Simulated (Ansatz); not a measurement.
# Hf2Pd2Se2Br2O3 (P-3m1) in Ansatz: settings compared

The runs below take Hf2Pd2Se2Br2O3 through relaxation of cell and atoms, with r2SCAN+D4, revPBE.

Everything below comes from runs of Ansatz 0.2.0. Logs are shortened: lines on timing, memory, paths and dates and some standing lists are left out, and cuts for length are marked.

### Step 1. The crystal as given

The structure is trigonal, space group P-3m1 (No. 164). The conventional cell has a = 3.726 Å, b = 3.726 Å, c = 17.009 Å, α = 90.00°, β = 90.00°, γ = 120.00°. Around Hf (site symmetry 3m) lie 7 O at 2.15 to 2.43 Å. Around Pd (site symmetry 3m) lie 3 Se at 2.51 Å and 3 Br at 2.70 Å. Se (site symmetry 3m) is surrounded by 3 Pd at 2.51 Å and 1 Hf at 2.73 Å. Around Br (site symmetry 3m) lie 3 Pd at 2.70 Å. Around O (site symmetry 3m) lie 4 Hf at 2.15 to 2.37 Å. Around O (site symmetry -3m) lie 6 Hf at 2.43 Å and 6 O at 2.48 Å.

The cell was built by a generator and needn't be a form met in nature.

### Step 2. Relaxation of cell and atoms, r2SCAN+D4

File input.yaml:

```yaml
crystal:
  lattice:
    - [3.72613, 0.0, 0.0]
    - [-1.86306, 3.22692, 0.0]
    - [0.0, 0.0, 17.00867]
  atoms:
    - { symbol: Hf, position: [0.66667, 0.33333, 0.93385] }
    - { symbol: Hf, position: [0.33333, 0.66667, 0.06615] }
    - { symbol: Pd, position: [0.0, 0.0, 0.30298] }
    - { symbol: Pd, position: [0.0, 0.0, 0.69702] }
    - { symbol: Se, position: [0.33333, 0.66667, 0.22649] }
    - { symbol: Se, position: [0.66667, 0.33333, 0.77351] }
    - { symbol: Br, position: [0.66667, 0.33333, 0.39862] }
    - { symbol: Br, position: [0.33333, 0.66667, 0.60138] }
    - { symbol: O, position: [0.33333, 0.66667, 0.92689] }
    - { symbol: O, position: [0.66667, 0.33333, 0.07311] }
    - { symbol: O, position: [0.0, 0.0, 0.0] }
hamiltonian:
  xc: r2scan
  pseudopotentials: { kind: paw }
  dispersion: d4
kpoints:
  mp_grid: { grid: [6, 6, 2] }
scf:
  occupations: { method: fermi_dirac, width: 0.05 }
output:
  forces: true
  stress: true
  eigenvalues: true
  write_density: true
  write_potential: true
  elf: true
  volumetric_format: npy
relax:
  f_tol: 0.01
  max_steps: 40
  cell: { stress_tol: 0.05 }
```

Potentials or basis: Ansatz PAW.

Launch:

```bash
> ansatz run input.yaml --threads 8 --pin off --max-ram 20480MiB --backend cpu --events-out ev --progress --plain --runs-dir out
```

Log:

```text
Warning: the atoms were moved onto the symmetric positions of the space group found under crystal.symmetry.tolerance 1.0e-5 (fractional; no operation is sought that the atoms, as they stand in a round, miss by more than twice it, and no atom is moved by as much as it), and the run uses the moved positions. Before a round's move an operation carried an atom to 3.73e-5 Å from where it should land, the largest such distance. Atom 0 (counting from 0) moved farthest, by 2.15e-5 Å; the longest move in fractions of the cell, of whichever atom, is 0.47 of the tolerance, in 1 round. To run the atoms as typed, lower crystal.symmetry.tolerance until the operations that they miss are no longer found, or set crystal.symmetry.detect: false (a key that needs symmetry detection or time reversal refuses this as the deck is read). The positions used, in the order of the run's atom list: position: [0.6666666666666666, 0.3333333333333333, 0.93385]; position: [0.3333333333333333, 0.6666666666666666, 0.06615]; position: [0.0, 0.0, 0.30298]; position: [0.0, 0.0, 0.69702]; position: [0.3333333333333333, 0.6666666666666666, 0.22649]; position: [0.6666666666666666, 0.3333333333333333, 0.77351]; position: [0.6666666666666666, 0.3333333333333333, 0.39862]; position: [0.3333333333333333, 0.6666666666666666, 0.60138]; position: [0.3333333333333333, 0.6666666666666666, 0.92689]; position: [0.6666666666666666, 0.3333333333333333, 0.07311]; position: [0.0, 0.0, 0.0]; The lattice was moved too: crystal.lattice keeps the space group found at crystal.symmetry.tolerance 1.0e-5 only nearly: the operation that it misses by the most changes a squared length by the fraction 3.29e-6. The run uses the lattice that is a stretch of the typed one, with no rotation, onto the one that keeps every operation to a double's rounding (on a very oblique basis the stretch itself rounds by more); the deck's lattice vector that moved farthest moved by 3.44e-6 Å. To run the lattice as typed, set crystal.symmetry.tolerance under 1.88e-7, the least fraction by which an operation that the lattice misses changes a squared length (the same key also sets how far an atom may lie from its image, so lowering it can lose operations that the atoms keep only within it), or set crystal.symmetry.detect: false, as for the atoms. crystal.lattice made exact, in Å and degrees: [[3.726128130654974, -2.886751346029518e-6, 0.0], [-1.8630615653274871, 3.2269230622787024, 0.0], [0.0, 0.0, 17.00867]]. Pasted over the deck's crystal.lattice, beside positions in fractional coordinates, it runs the same cell (given as lengths and angles, that cell in the form's own orientation, a rigid turn of the misfit's size from the one run here, for which a checkpoint.post_process_only pass over this run's state can be refused: where this run relaxes nothing, give such a pass this deck's own crystal.lattice, as typed; behind a relaxation, as crystal.lattice, the state's own cell, identity.cell in its checkpoint.json), and a matrix so pasted ends this notice, except on a very skew basis of the lattice, where the rounding of the pasted numbers themselves can read as a misfit: the cell is then moved again, and that move is told again. The lattice as run is in this notice's lattice.as_run_ang field (Run.prep()["deck_notices"] in Python, the deck_notice line of an events file, deck_notices of ansatz run --dry-run=json, or deck_notices in record.json in the deck's checkpoint.write directory).
Warning: RAYON_NUM_THREADS=8 ignored (pool sized by the plan → 8); use --threads N
Engine: ansatz 0.2.0, aarch64-unknown-linux-gnu
Pseudopotentials: kind: paw
Pseudopotential: Hf, paw, valence charge 26, recommended cutoff 500 eV (meta_gga), Hf.paw.azcp
Pseudopotential: Pd, paw, valence charge 18, recommended cutoff 500 eV (meta_gga), Pd.paw.azcp
Pseudopotential: Se, paw, valence charge 16, recommended cutoff 500 eV (meta_gga), Se.paw.azcp
Pseudopotential: Br, paw, valence charge 7, recommended cutoff 500 eV (meta_gga), Br.paw.azcp
Pseudopotential: O, paw, valence charge 6, recommended cutoff 500 eV (meta_gga), O.paw.azcp
[... 202 lines left out ...]
  k-point 13: bands = ["-74.7130", "-74.7130", "-52.8754", "-52.8754", "-39.6413", "-39.6413", "-39.6212", "-39.6212", "-39.6203", "-39.6203", "-36.6997", "-36.6997", "-36.6991", "-36.6991", "-36.6581", "-36.6581", "-36.6570", "-36.6570", "-36.6457", "-36.6457", "-21.2196", "-21.2196", "-21.0918", "-20.8351", "-20.7819", "-20.7819", "-8.5163", "-8.5163", "-8.0783", "-3.1832", "-3.1832", "-1.4689", "-1.4689", "-1.2989", "-1.2989", "-1.2802", "-1.2790", "-1.2704", "-1.2704", "-1.2496", "-1.2468", "-1.2468", "-1.2418", "-1.2369", "-1.2369", "-1.1825", "-1.1825", "4.0773", "4.0773", "5.8073", "5.9671", "5.9671", "6.8070", "7.1099", "7.1605", "7.1605", "7.1880", "7.1880", "7.3513", "7.7622", "7.7622", "7.9703", "8.0730", "8.0730", "8.5543", "8.7507", "8.9436", "8.9436", "9.7554", "9.7656", "10.2237", "10.2237", "10.3906", "10.3906", "11.8126", "12.1033", "12.1033", "12.4998", "12.4998", "14.0488", "14.9126", "15.9088", "15.9088", "16.6984", "16.6984", "17.1905", "17.1905", "17.2755", "18.4545", "18.7356", "19.8124", "19.8124"]
--- Relaxed structure (6 steps of the walk, 5 accepted, 1 SCFs on fresh bases) ---
  F+E_penalty+E_count = -63696.26163680 eV   max|allowed force component| = 7.978e-3 eV/Å   (the final SCF, on the basis selected at the relaxed cell)
  cell:  # Å, volume = 192.8774 Å³
    - [3.684186817243333, -2.854258061123125e-6, -5.5584680638115506e-18]
    - [-1.842090936761677, 3.190600803149494, 4.972512473272876e-24]
    - [-2.5372769796321908e-17, -1.464892305310348e-17, 16.408442921275995]
  atoms:
    - { symbol: Hf, position: [0.6666666666666667, 0.3333333333333333, 0.931040419838063] }
    - { symbol: Hf, position: [0.33333333333333337, 0.6666666666666667, 0.06895958016193707] }
    - { symbol: Pd, position: [1.7483041991647995e-18, 8.741509265791276e-19, 0.3119428491513427] }
    - { symbol: Pd, position: [-1.7483041991647987e-18, -8.741509265791282e-19, 0.6880571508486575] }
    - { symbol: Se, position: [0.33333333333333337, 0.6666666666666667, 0.23147763891461431] }
    - { symbol: Se, position: [0.6666666666666667, 0.3333333333333333, 0.7685223610853857] }
    - { symbol: Br, position: [0.6666666666666667, 0.3333333333333333, 0.41069410841961723] }
    - { symbol: Br, position: [0.33333333333333337, 0.6666666666666667, 0.589305891580383] }
    - { symbol: O, position: [0.33333333333333337, 0.6666666666666667, 0.9245912801405399] }
    - { symbol: O, position: [0.6666666666666667, 0.3333333333333333, 0.07540871985945995] }
    - { symbol: O, position: [-2.2060394471611735e-34, 3.5798578027723406e-34, 3.708746990322224e-20] }
```

Wall time 55 s (8 threads of Arm Neoverse V2, shared host); peak memory 1.7 GiB.

What came out:

| Item | Value |
| --- | --- |
| Free energy | -63696.2616 eV |
| Relaxed volume | 17.53 Å³/atom |
| Relaxed cell | a = 3.684 Å, b = 3.684 Å, c = 16.408 Å, α = 90.00°, β = 90.00°, γ = 120.00° |
| Space group after relaxing (to 0.05 Å) | P-3m1 (No. 164) |
| Energy gained by relaxing | 9.8 meV/atom |
| Ionic steps | 6 |
| Pressure after relaxing | 0.0 GPa |
| Largest force after relaxing | 0.008 eV/Å |
| Band gap on the k mesh | none (metal or under the smearing width) |

Forces in eV/Å, atoms in the order of the input:
```
Hf   0.000  0.000  0.008
Hf   0.000  0.000 -0.008
Pd   0.000  0.000  0.004
Pd   0.000  0.000 -0.004
Se   0.000  0.000 -0.001
Se   0.000  0.000  0.001
Br   0.000  0.000 -0.003
Br   0.000  0.000  0.003
O    0.000  0.000 -0.002
O    0.000  0.000  0.002
O    0.000  0.000  0.000
```

The path:
```tsv
step	energy change (eV)	largest force (eV/Å)	volume (Å³)
1	0.0000	0.2144	204.51
2	-0.0491	0.5436	190.03
3	-0.1095	0.0962	192.55
4	-0.1129	0.0278	192.73
5	-0.1130	0.0082	192.88
6	-0.1077	0.0080	192.88
```

Final structure:
```yaml
crystal:
  lattice:
    - [3.68419, 0.00000, 0.00000]
    - [-1.84209, 3.19060, 0.00000]
    - [0.00000, 0.00000, 16.40844]
  atoms:
    - { symbol: Hf, position: [0.66667, 0.33333, 0.93104] }
    - { symbol: Hf, position: [0.33333, 0.66667, 0.06896] }
    - { symbol: Pd, position: [0.00000, 0.00000, 0.31194] }
    - { symbol: Pd, position: [0.00000, 0.00000, 0.68806] }
    - { symbol: Se, position: [0.33333, 0.66667, 0.23148] }
    - { symbol: Se, position: [0.66667, 0.33333, 0.76852] }
    - { symbol: Br, position: [0.66667, 0.33333, 0.41069] }
    - { symbol: Br, position: [0.33333, 0.66667, 0.58931] }
    - { symbol: O, position: [0.33333, 0.66667, 0.92459] }
    - { symbol: O, position: [0.66667, 0.33333, 0.07541] }
    - { symbol: O, position: [0.00000, 0.00000, 0.00000] }
```

Levels at points of the mesh, in eV from the Fermi level:
```csv
k point,band 74,band 75,band 76,band 77,band 78,band 79
"(0.00, 0.00, 0.00)",-1.62,0.14,0.14,0.80,0.80,1.58
"(0.00, 0.00, -0.50)",-1.64,0.18,0.18,0.74,0.74,1.61
"(0.00, -0.50, 0.00)",-2.21,-0.09,0.13,0.17,0.48,0.99
"(0.00, -0.50, -0.50)",-2.22,0.01,0.07,0.26,0.32,0.98
```

Caveat: the plane-wave basis is chosen anew once the cell has moved, so the energies of steps on either side of that aren't comparable; the PAW data sets come from PBE, with cores solved anew for the run's functional, which leaves a small shift of forces and pressure.

### Step 3. Relaxation of cell and atoms, revPBE

input.yaml, as its differences from that of step 2:

```diff
@@ -18,5 +18,4 @@
 hamiltonian:
-  xc: r2scan
+  xc: revpbe
   pseudopotentials: { kind: paw }
-  dispersion: d4
 kpoints:
```

Potentials or basis: Ansatz PAW.

Launch:

```bash
> ansatz run input.yaml --threads 8 --pin off --max-ram 20480MiB --backend cpu --events-out ev --progress --plain --runs-dir out
```

It took 52 s on 8 threads of Arm Neoverse V1, shared host; peak memory 1.3 GiB.

The run converged. Its results:

```yaml
Free_energy: -63653.2826 eV
Relaxed_volume: 20.80 Å³/atom
Relaxed_cell: a = 3.754 Å, b = 3.754 Å, c = 18.739 Å, α = 90.00°, β = 90.00°, γ = 120.00°
Space_group_after_relaxing_to_0.05_Å: P-3m1 (No. 164)
Energy_gained_by_relaxing: 6.3 meV/atom
Ionic_steps: 13
Pressure_after_relaxing: 0.0 GPa
Band_gap_on_the_k_mesh: none (metal or under the smearing width)
```

Forces on the atoms (eV/Å):
```
Hf   0.000  0.000  0.001
Hf   0.000  0.000 -0.001
Pd   0.000  0.000  0.000
Pd   0.000  0.000  0.000
Se   0.000  0.000  0.003
Se   0.000  0.000 -0.003
Br   0.000  0.000 -0.002
Br   0.000  0.000  0.002
O    0.000  0.000 -0.001
O    0.000  0.000  0.001
O    0.000  0.000  0.000
```

Step by step:
```csv
step,energy change (eV),largest force (eV/Å),volume (Å³)
1,0.0000,0.1486,204.51
2,-0.0327,0.0652,213.43
3,-0.0358,0.0873,215.33
4,-0.0376,0.0189,216.35
5,-0.0373,0.0307,217.09
6,-0.0369,0.0042,217.58
7,-0.0604,0.0045,217.58
8,-0.0608,0.0081,221.05
9,-0.0582,0.0036,224.30
10,-0.0673,0.0033,224.30
11,-0.0655,0.0030,226.94
12,-0.0635,0.0030,228.75
13,-0.0693,0.0028,228.75
```

Final structure:
```cif
data_structure
_symmetry_space_group_name_H-M 'P 1'
_symmetry_Int_Tables_number 1
_cell_length_a 3.7545
_cell_length_b 3.7545
_cell_length_c 18.7385
_cell_angle_alpha 90.000
_cell_angle_beta 90.000
_cell_angle_gamma 120.000
_cell_volume 228.75
loop_
_atom_site_label
_atom_site_type_symbol
_atom_site_fract_x
_atom_site_fract_y
_atom_site_fract_z
_atom_site_occupancy
Hf1 Hf 0.66667 0.33333 0.93963 1
Hf2 Hf 0.33333 0.66667 0.06037 1
Pd1 Pd 0.00000 0.00000 0.27563 1
Pd2 Pd 0.00000 0.00000 0.72437 1
Se1 Se 0.33333 0.66667 0.20603 1
Se2 Se 0.66667 0.33333 0.79397 1
Br1 Br 0.66667 0.33333 0.36340 1
Br2 Br 0.33333 0.66667 0.63660 1
O1 O 0.33333 0.66667 0.93339 1
O2 O 0.66667 0.33333 0.06661 1
O3 O 0.00000 0.00000 0.00000 1
```

Levels at points of the mesh, in eV from the Fermi level:
| k point | band 73 | band 74 | band 75 | band 76 | band 77 | band 78 | band 79 | band 80 |
| --- | --- | --- | --- | --- | --- | --- | --- | --- |
| (0.00, 0.00, 0.00) | -1.41 | -1.41 | 0.16 | 0.16 | 0.79 | 0.79 | 1.44 | 1.44 |
| (0.00, 0.00, -0.50) | -1.42 | -1.42 | 0.16 | 0.16 | 0.79 | 0.79 | 1.44 | 1.44 |
| (0.00, -0.50, 0.00) | -1.97 | -1.95 | 0.00 | 0.09 | 0.23 | 0.45 | 0.90 | 1.42 |
| (0.00, -0.50, -0.50) | -1.97 | -1.95 | 0.00 | 0.09 | 0.23 | 0.44 | 0.90 | 1.42 |

Caveat: the plane-wave basis is chosen anew once the cell has moved, so the energies of steps on either side of that aren't comparable; this functional lacks dispersion, which binds the layers, so the pressure and a relaxed spacing across them are unreliable; the PAW data sets come from PBE, with cores solved anew for the run's functional, which leaves a small shift of forces and pressure. The run has no spin-orbit coupling, so splittings on Hf are missing.
